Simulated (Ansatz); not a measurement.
# Sc3Al5N8 (wurtzite Al5Sc3N8): the cost of one run

Computed with Ansatz 0.2.0 (DFT PBE, scalar-relativistic, plane waves, PAW, unless a step's input says otherwise).

## (1) The system as given

Symmetry: Cm, No. 8, monoclinic system. Conventional cell: a = 11.258 Å, b = 6.500 Å, c = 5.000 Å, α = 90.00°, β = 90.00°, γ = 90.00°. Al (site symmetry m) is surrounded by 4 N at 1.91 to 1.97 Å. Al (site symmetry 1) has 4 N at 1.91 to 1.97 Å as nearest neighbours. Sc (site symmetry m) has 4 N at 1.91 to 1.97 Å as nearest neighbours. Around Sc (site symmetry 1) lie 4 N at 1.91 to 1.97 Å. N (site symmetry m) is surrounded by 3 Sc at 1.91 to 1.97 Å and 1 Al at 1.97 Å. N (site symmetry m) is surrounded by 3 Al at 1.91 to 1.97 Å and 1 Sc at 1.97 Å. Only part of the 12 independent sites is listed.

Structure file:

```
Al Sc N
1.0
     6.50000    0.00000    0.00000
    -3.25000    5.62917    0.00000
     0.00000    0.00000    5.00000
Al Sc N
5 3 8
Cartesian
  1.6250 0.9382 2.5000
  -1.6250 4.6910 0.0000
  3.2500 1.8764 0.0000
  1.6250 4.6910 0.0000
  3.2500 3.7528 2.5000
  0.0000 1.8764 0.0000
  0.0000 3.7528 2.5000
  4.8750 0.9382 2.5000
  0.0000 1.8764 1.9100
  1.6250 0.9382 4.4100
  -1.6250 4.6910 1.9100
  0.0000 3.7528 4.4100
  3.2500 1.8764 1.9100
  4.8750 0.9382 4.4100
  1.6250 4.6910 1.9100
  3.2500 3.7528 4.4100
```

## (2) Relaxing cell and atoms: Sc3Al5N8 (wurtzite Al5Sc3N8), no spin

input.yaml reads:

```yaml
crystal:
  lattice:
    - [6.5, 0.0, 0.0]
    - [-3.25, 5.6291651246, 0.0]
    - [0.0, 0.0, 5.0]
  atoms:
    - { symbol: Al, position: [0.3333333333, 0.1666666667, 0.5] }
    - { symbol: Al, position: [0.1666666667, 0.8333333333, 0.0] }
    - { symbol: Al, position: [0.6666666667, 0.3333333333, 0.0] }
    - { symbol: Al, position: [0.6666666667, 0.8333333333, 0.0] }
    - { symbol: Al, position: [0.8333333333, 0.6666666667, 0.5] }
    - { symbol: Sc, position: [0.1666666667, 0.3333333333, 0.0] }
    - { symbol: Sc, position: [0.3333333333, 0.6666666667, 0.5] }
    - { symbol: Sc, position: [0.8333333333, 0.1666666667, 0.5] }
    - { symbol: "N", position: [0.1666666667, 0.3333333333, 0.382] }
    - { symbol: "N", position: [0.3333333333, 0.1666666667, 0.882] }
    - { symbol: "N", position: [0.1666666667, 0.8333333333, 0.382] }
    - { symbol: "N", position: [0.3333333333, 0.6666666667, 0.882] }
    - { symbol: "N", position: [0.6666666667, 0.3333333333, 0.382] }
    - { symbol: "N", position: [0.8333333333, 0.1666666667, 0.882] }
    - { symbol: "N", position: [0.6666666667, 0.8333333333, 0.382] }
    - { symbol: "N", position: [0.8333333333, 0.6666666667, 0.882] }
scf:
  occupations: { method: fixed }
output:
  forces: true
  stress: true
  eigenvalues: true
hamiltonian:
  xc: pbe
kpoints:
  mp_grid: { grid: [4, 4, 5] }
relax:
  f_tol: 0.01
  max_steps: 60
  cell: { stress_tol: 0.05 }
```

On the command line:

```console
$ ansatz run input.yaml --threads 4 --pin off --max-ram 12288MiB --backend cpu --events-out ev --progress --plain --runs-dir out
```

**Question.** How long does this run take on 4 threads of Intel Xeon Platinum 8259CL at 2.50GHz (Skylake/Cascade Lake), shared host, and how much memory does it need?

About 96 s, with a peak of 0.82 GiB.
